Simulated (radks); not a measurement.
# Fractional charge and spin in the 5d shell of thallium

The task here is to estimate one member of a computed series from the others.

The numbers are computed with radks (a radial shooting solver on a logarithmic mesh, Libxc functionals) version 1 (scalar-relativistic Kohn-Sham, SCAN, spin-polarised, spherical densities, finite nucleus), except any that are marked as measured or tabulated.

## What is computed

| Quantity | Value |
| --- | --- |
| element | thallium (Z = 81) |
| configuration | [Xe] 4f14 6s2 5d(up 5, down 5) |
| nuclear rms radius | 5.4759 fm |

A shell typed twice in an input gives spin up, then spin down.

Set-up of the first run:

The run's settings:

```text
Z 81
configuration [Xe] 4f14 6s2 5d5 5d5
relativity scalar-relativistic
functional scan,scan
spin polarised
nucleus finite rms 5.4759 fm
c 137.035999084
```

Steps of the session up to this table: 5d: up 5, down 5.

One of the session's tables, all rows but one given; the rest of the session is left out.

It belongs to the step «5d: up 5, down 5». Sizes of the orbitals, from the radial functions (bohr):

```
level     <r>  outermost maximum (interpolated)  90 % within  nodes
   4s  0.3915                             0.369        0.560      3
   4p       ?                                 ?            ?      ?
   4d  0.4397                             0.395        0.655      1
   5s  0.8792                             0.807         1.25      4
   4f  0.4677                             0.358        0.745      0
   5p   1.007                             0.906         1.45      3
   5d   1.382                              1.11         2.12      2
   6s   2.373                              2.05         3.45      5
```

**Question.** Estimate the row for 4p.

As computed: <r>: 0.4172; outermost maximum (interpolated): 0.389; 90 % within: 0.604; nodes: 2. In the column «<r>» it lies between 4s (0.3915) and 4d (0.4397).
